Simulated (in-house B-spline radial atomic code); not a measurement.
# Ba⁺: parity violation, electron EDM and field shifts

Aim: for Ba⁺, one electron outside the core [Kr] 4d10 5s2 5p6, the dipole amplitudes that the weak charge of the nucleus induces, the enhancement of an electron EDM and the field-shift constants, at three levels.

Method: Dirac-Hartree-Fock, RPA and Brueckner orbitals, sums over states, B-spline basis. Code: an in-house B-spline radial atomic code, version 1.

## 1. The atom as given

| Item | Value |
| --- | --- |
| element | barium (Z = 56) |
| charge | +1 |
| closed core | [Kr] 4d10 5s2 5p6 |
| nucleus | mass number 138, rms radius 4.838 fm |

## 2. The run

Settings:

```ini
basis_form = 2
Z = 56
core_configuration = [Kr] 4d10 5s2 5p6
rms_radius = 4.8378
mass_number = 138
speed_of_light = 137.035999084
box_radius = 35.0
lmax = 6
intervals = 66
virtual_cutoff = 6272.0
```

On the command line:

```sh
$ python run_mb.py task.json out
```

task.json holds these settings.

After this run come: Weak-charge mixing; Electron EDM and scalar-pseudoscalar coupling; Response to the nuclear radius.

Before running it: what results should come out? Wanted: E1; EDM enhancement, 6s1/2; atomic EDM per C_SP and nucleon, 6s1/2; field shift, 6s1/2.

The runs gave:

| quantity | value |
| --- | --- |
| E1 (7s1/2 – 6s1/2) per unit weak charge | 0.008080 × 10⁻¹¹ e bohr |
| EDM enhancement, 6s1/2 | 125.7 |
| atomic EDM per C_SP and nucleon, 6s1/2 | -0.6002 × 10⁻²⁰ e cm |
| field shift, 6s1/2 | 4.072 GHz/fm² |

**Reading.** For 7s1/2 – 6s1/2 core polarisation (RPA) moves the amplitude by +10 % and the Brueckner orbitals by a further -3.6 %. The EDM enhancement of 6s1/2 is 126, so in that state the EDM exceeds the electron's own. These effects come from s and p1/2 electrons at the nucleus and grow steeply with Z. 6p3/2 has no density at the nucleus, so its DHF field shift is near zero; the RPA value, -0.191 GHz/fm², comes from the core's response and has the opposite sign to that of the s states. Breit, QED, the neutron skin and higher orders are left out.
